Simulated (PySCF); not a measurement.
# C2H5NSi: the cost of one run

Programs: PySCF 2.14.0, with density-fitted response routines of our own. Each step states its level of theory. These are calculated values for one molecule in the gas phase, unless marked as measured. Atoms count from 0, in the outputs and in this text.

## Step 1: The starting structure

9 atoms, charge 0, multiplicity 1; geometry from: PBE0-D3(BJ)/def2-SVP.

Bonds of the start (Å): C0–Si1 1.87, Si1–C2 1.86, C2–N3 1.16, C0–H4 1.10, C0–H5 1.10, C0–H6 1.10, Si1–H7 1.49, Si1–H8 1.49.

## Step 2: Nuclear shieldings: PBE0/pcSseg-2

What the job is given:

```
{"job": {"kind": "nmr", "xc": "PBE0", "basis": "pcSseg-2", "pop": false}, "charge": 0, "multiplicity": 1}
C     -1.210594     0.342136    -0.006170
Si     0.359189    -0.669303    -0.050861
C      1.820948     0.479829     0.086328
N      2.712975     1.216493     0.168191
H     -1.288084     0.899193     0.939130
H     -2.085837    -0.319848    -0.092843
H     -1.234588     1.061422    -0.838098
H      0.525546    -1.409280    -1.333007
H      0.458162    -1.617786     1.093610
```

Method: GIAO PBE0/pcSseg-2 NMR shielding, non-relativistic, gas phase.

On the command line:

```bash
> OMP_NUM_THREADS=1 python probes_run.py task.json out
```

The driver reads the jobs from task.json and runs them one after another.

Q: Estimate the wall time and peak memory of this first job on 1 thread of Arm Neoverse V1, shared host.

About 17 s, with a peak of 0.95 GiB.
